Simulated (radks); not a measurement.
# Ionising arsenic step by step, As to As¹²⁺

The task here is to estimate one member of a computed series from the others.

Method: Dirac Kohn-Sham, PBEsol, spin-unpolarised, spherical densities, finite nucleus; open shells fill j = l - 1/2 first. Code: radks (a radial shooting solver on a logarithmic mesh, Libxc functionals) version 1.

### What is computed

```
element             : arsenic (Z = 33)
charges             : 0 to 12
first configuration : [Ar] 3d10 4s2 4p3
last configuration  : [Ar] 3d3
```

Set-up of the first run:

Input:

```text
Z 33
configuration [Ar] 3d10 4s2 4p3
relativity Dirac
functional pbe_sol,pbe_sol
spin unpolarised
j_filling energy
nucleus finite rms 4.0968 fm
c 137.035999084
```

Among the steps run: As, [Ar] 3d10 4s2 4p3; As⁺, [Ar] 3d10 4s2 4p2; As²⁺, [Ar] 3d10 4s2 4p1; As³⁺, [Ar] 3d10 4s2; As⁴⁺, [Ar] 3d10 4s1; As⁵⁺, [Ar] 3d10; As⁶⁺, [Ar] 3d9; As⁷⁺, [Ar] 3d8; As⁸⁺, [Ar] 3d7; As⁹⁺, [Ar] 3d6; As¹⁰⁺, [Ar] 3d5; As¹¹⁺, [Ar] 3d4; As¹²⁺, [Ar] 3d3.

One table of the session follows, with a row left open; its other results are not shown here.

| species | Δ-SCF (eV) | −ε(HOMO) (eV) |
| --- | --- | --- |
| As | 8.987 | 5.047 |
| As⁺ | 18.125 | 13.496 |
| As²⁺ | 27.999 | 22.921 |
| As³⁺ | 50.629 | 44.456 |
| As⁴⁺ | 63.240 | 56.868 |
| As⁵⁺ | ? | ? |
| As⁶⁺ | 151.44 | 136.00 |
| As⁷⁺ | 183.67 | 167.23 |
| As⁸⁺ | 217.83 | 200.43 |
| As⁹⁺ | 253.83 | 235.53 |
| As¹⁰⁺ | 291.61 | 272.43 |
| As¹¹⁺ | 332.26 | 312.16 |

Estimate the missing values for As⁵⁺.

The run gave: Δ-SCF (eV): 121.25; −ε(HOMO) (eV): 106.87. In the column «Δ-SCF (eV)» it lies between As⁴⁺ (63.240) and As⁶⁺ (151.44).

There the highest level belongs to another shell. Minus the highest eigenvalue gives 56 to 94 % of the Δ-SCF value along the ladder. Spin polarisation and multiplet splitting are left out, so open shells lie too high by an amount that depends on their filling.
